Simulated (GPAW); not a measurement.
Runs of GPAW 26.7.0 on NiMoIrPdW. Symmetry: P3m1, No. 156, trigonal system. The conventional cell has a = 2.761 Å, b = 2.761 Å, c = 11.341 Å, α = 90.00°, β = 90.00°, γ = 120.00°. Ni (site symmetry 3m) is surrounded by 3 W at 2.59 Å and 3 Pd at 2.68 Å and 6 Ni at 2.76 Å. Mo (site symmetry 3m) has 3 Ir at 2.66 Å and 1 W at 2.66 Å and 6 Mo at 2.76 Å as nearest neighbours. Pd (site symmetry 3m) is surrounded by 3 Ni at 2.68 Å and 6 Pd at 2.76 Å and 3 Ir at 2.84 Å. Around Ir (site symmetry 3m) lie 3 Mo at 2.66 Å and 6 Ir at 2.76 Å and 3 Pd at 2.84 Å. W (site symmetry 3m) has 3 Ni at 2.59 Å and 1 Mo at 2.66 Å and 6 W at 2.76 Å as nearest neighbours. The cell was built by a generator and needn't be a form met in nature.

```tsv
task	level	potentials or basis	cell	k mesh	ranks	band path	band points	eigensolver	optimizer	mesh quality	gap on the mesh (eV)	pressure (GPa)	moment (μB)	relaxed volume (Å³/atom)	largest force (eV/Å)
band structure	AM05	PAW data sets generated in the run's folder for this functional, pw	as given	8 × 8 × 2	8	GMKGALHA,LM,KH	80	-	-	not flagged	-	-10.1	0.00	-	0.16
band structure	TPSS	GPAW PAW data sets (gpaw-data 1.2.1), pw	as given	8 × 8 × 2	8	GMKGALHA,LM,KH	80	davidson	-	not flagged	-	-5.5	0.00	-	0.38
electrostatic potential	PBE	GPAW PAW data sets (gpaw-data 1.2.1), pw	as given	8 × 8 × 2	8	-	-	-	-	not flagged	none	-0.1	0.00	-	0.29
single point	vdW-DF	GPAW PAW data sets (gpaw-data 1.2.1), pw	as given	6 × 6 × 2	-	-	-	-	-	coarse	none	-	0.54	-	0.43
single point	vdW-DF2	GPAW PAW data sets (gpaw-data 1.2.1), pw	as given	6 × 6 × 2	-	-	-	-	-	coarse	none	-	(d)	-	0.62
relaxation of cell and atoms	LDA	the program's PAW data sets (release 1.2.1) made for this functional, pw	relaxed	8 × 8 × 2	8	-	-	-	BFGS	not flagged	none	-0.1	0.00	14.06	0.02
band structure	PW91	PAW data sets generated in the run's folder for this functional, pw	as given	8 × 8 × 2	8	GMKGALHA,LM,KH	80	-	-	not flagged	-	0.0	0.00	-	0.27
band structure	PBEsol	PAW data sets generated in the run's folder for this functional, pw	as given	8 × 8 × 2	8	GMKGALHA,LM,KH	80	-	-	not flagged	-	-8.8	0.00	-	0.18
band structure	BLYP	PAW data sets generated in the run's folder for this functional, pw	as given	8 × 8 × 2	8	GMKGALHA,LM,KH	80	davidson	-	not flagged	-	10.0	0.00	-	(c)
band structure	revPBE	the program's PAW data sets (release 1.2.1) made for this functional, pw	as given	8 × 8 × 2	8	GMKGALHA,LM,KH	80	-	-	not flagged	-	3.0	0.00	-	0.31
relaxation of cell and atoms	PBE+D3(BJ)	GPAW PAW data sets (gpaw-data 1.2.1), pw	relaxed	6 × 6 × 2	-	-	-	-	BFGS	coarse	none	0.0	(b)	(a)	0.02
band structure	SCAN	GPAW PAW data sets (gpaw-data 1.2.1), pw	as given	8 × 8 × 2	8	GMKGALHA,LM,KH	80	-	-	not flagged	-	-8.9	0.22	-	0.19
```

Alike in all rows: spin collinear, ferromagnetic start; cutoff (eV) 600; smearing fermi-dirac 0.05 eV.

Estimate the missing entries.

(a) 14.54; (b) 0.59; (c) 0.45; (d) 0.46.

Caveats: some runs use coarse meshes; the stock nickel data set gives pressures a few GPa off other programs; the PAW data sets were made with another functional, which shifts forces and pressure a little (some runs); each step starts from the last one's moments, so a moment once lost doesn't come back (some runs); later steps reuse the first step's grids (some runs); pairwise dispersion overbinds metals, which lowers pressure and volume (some runs).

A k mesh can miss the band edges, and the runs leave out spin-orbit coupling on Ir, Mo, Pd, W.

A gap of «none» marks a metal or a gap under the smearing width.

Not every run made on this cell is shown here.
